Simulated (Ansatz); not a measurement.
**SiH₃Br: geometry and frequencies at several levels**

An exercise on one series of results from a longer session: the logs are not shown, and one member is left open.

Program: Ansatz 0.2.0. Level of theory: the levels named in each step. These are calculated values, not measurements.

## Starting point

Bond lengths: Si1–Br2 2.210 Å, Si1–H3 1.452 Å, Si1–H4 1.456 Å, Si1–H5 1.452 Å. Angles: Br2–Si1–H3 105.7°, Br2–Si1–H4 105.5°, Br2–Si1–H5 105.7°, H3–Si1–H4 113.0°, H3–Si1–H5 113.0°, H4–Si1–H5 113.1°.

Coordinates:

```xyz
5

Si   -1.5788    0.0694   -0.0175
Br    0.6294   -0.0277    0.0070
H    -1.9071    1.4532   -0.3125
H    -2.0011   -0.3450    1.3127
H    -2.0002   -0.8485   -1.0611
```

The first run:

input.yaml

```yaml
crystal:
  periodic: [false, false, false]
  atoms:
    - { symbol: Si, position_ang: [-1.57877, 0.06943, -0.01749] }
    - { symbol: Br, position_ang: [0.62945, -0.02769, 0.00697] }
    - { symbol: H, position_ang: [-1.90709, 1.45324, -0.31246] }
    - { symbol: H, position_ang: [-2.00108, -0.34499, 1.31271] }
    - { symbol: H, position_ang: [-2.00018, -0.84849, -1.06107] }
basis:
  gaussian: { orbitals: def2-SVP }
hamiltonian:
  xc: pbe
  dispersion: d4
relax:
  f_tol: 0.03
  max_steps: 200
```

Command:

```console
$ ansatz run input.yaml --threads 2 --pin off --max-ram 5120MiB --backend cpu --events-out ev --progress --plain --runs-dir out
```

Among the steps run: A rough first relaxation, PBE-D4/def2-SVP; Relaxation, HF/STO-3G; Frequencies, HF/STO-3G; Relaxation, HF/def2-SVP; Frequencies, HF/def2-SVP; Relaxation, LDA/def2-SVP; Frequencies, LDA/def2-SVP; Relaxation, PBE-D4/def2-SVP; Frequencies, PBE-D4/def2-SVP; Relaxation, PBE0-D4/def2-TZVPP; Relaxation, MP2/def2-TZVPP; Frequencies, MP2/def2-TZVPP.

One table of the session follows, with a row left open; its other results are not shown here.

It belongs to the step «Geometries side by side». 

| level | Si1–Br2 (Å) | dipole (D) | highest frequency (cm⁻¹) |
| --- | --- | --- | --- |
| HF/STO-3G | ? | ? | ? |
| HF/def2-SVP | 2.2383 | 1.75 | 2380 |
| LDA/def2-SVP | 2.2158 | 1.20 | 2187 |
| PBE-D4/def2-SVP | 2.2407 | 1.24 | 2194 |
| PBE0-D4/def2-TZVPP | 2.2192 | 1.30 | - |
| MP2/def2-TZVPP | 2.2129 | 1.32 | 2328 |

Estimate the missing values for HF/STO-3G.

As computed: Si1–Br2 (Å): 2.2050; dipole (D): 2.22; highest frequency (cm⁻¹): 2919. In the column «Si1–Br2 (Å)» it is the lowest.
